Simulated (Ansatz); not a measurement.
# MgSiH2O4: the cost of one run

Program: Ansatz 0.2.0. Level of theory: DFT PBE, scalar-relativistic, plane waves, PAW. These are calculated values, not measurements.

## Step 1: The starting structure

Symmetry: Pm, No. 6, monoclinic system. The conventional cell has a = 4.335 Å, b = 2.860 Å, c = 4.801 Å, α = 90.00°, β = 93.34°, γ = 90.00°. Mg (site symmetry m) has 6 O at 2.00 to 2.20 Å as nearest neighbours. Si (site symmetry m) is surrounded by 6 O at 1.71 to 1.94 Å. H (site symmetry m) is surrounded by 1 O at 1.05 Å. H (site symmetry m) has 1 O at 1.06 Å as nearest neighbours. Around O (site symmetry m) lie 1 H at 1.50 Å and 1 Si at 1.71 Å and 2 Mg at 2.00 Å. O (site symmetry m) has 1 H at 1.06 Å as nearest neighbours. Around O (site symmetry m) lie 1 H at 1.05 Å. O (site symmetry m) is surrounded by 1 H at 1.44 Å.

Structure file:

```cif
data_structure
_symmetry_space_group_name_H-M 'P 1'
_symmetry_Int_Tables_number 1
_cell_length_a 4.3351
_cell_length_b 2.8596
_cell_length_c 4.8011
_cell_angle_alpha 90.000
_cell_angle_beta 93.342
_cell_angle_gamma 90.000
_cell_volume 59.42
loop_
_atom_site_label
_atom_site_type_symbol
_atom_site_fract_x
_atom_site_fract_y
_atom_site_fract_z
_atom_site_occupancy
Mg1 Mg 0.50036 0.50000 0.47539 1
Si1 Si 0.00098 0.00000 0.00247 1
H1 H 0.97852 0.00000 0.51691 1
H2 H 0.46535 0.50000 0.97146 1
O1 O 0.22371 0.00000 0.30909 1
O2 O 0.24809 0.50000 0.85942 1
O3 O 0.80259 0.00000 0.65865 1
O4 O 0.77189 0.50000 0.10642 1
```

(A quick probe on a coarse mesh, which set the mesh and smearing, is not shown.)

## Step 3: Full relaxation

Contents of input.yaml:

```yaml
crystal:
  lattice:
    - [4.335054, 0.0, 0.0]
    - [0.0, 2.859608, 0.0]
    - [-0.279885, 0.0, 4.792977]
  atoms:
    - { symbol: Mg, position: [0.500358, 0.5, 0.475387] }
    - { symbol: Si, position: [0.000984, 0.0, 0.002469] }
    - { symbol: H, position: [0.978517, 0.0, 0.516908] }
    - { symbol: H, position: [0.465354, 0.5, 0.971458] }
    - { symbol: O, position: [0.223706, 0.0, 0.309092] }
    - { symbol: O, position: [0.248094, 0.5, 0.859423] }
    - { symbol: O, position: [0.802593, 0.0, 0.658646] }
    - { symbol: O, position: [0.771894, 0.5, 0.106416] }
basis:
  ecutwfc: 420
kpoints:
  mp_grid: { grid: [6, 8, 6] }
hamiltonian:
  xc: pbe
scf:
  occupations: { method: gaussian, width: 0.02 }
output:
  forces: true
  stress: true
  eigenvalues: true
relax:
  adjacent_minimum: "off"
  f_tol: 0.01
  max_steps: 80
  cell: { stress_tol: 0.05 }
```

Command:

```console
ansatz run input.yaml --threads 1 --pin off --max-ram 2560MiB --backend cpu --events-out ev --progress --plain --runs-dir out
```

Q: Estimate wall time and peak memory on 1 thread of Arm Neoverse V1, shared host.

About 3.8 min, with a peak of 0.45 GiB.
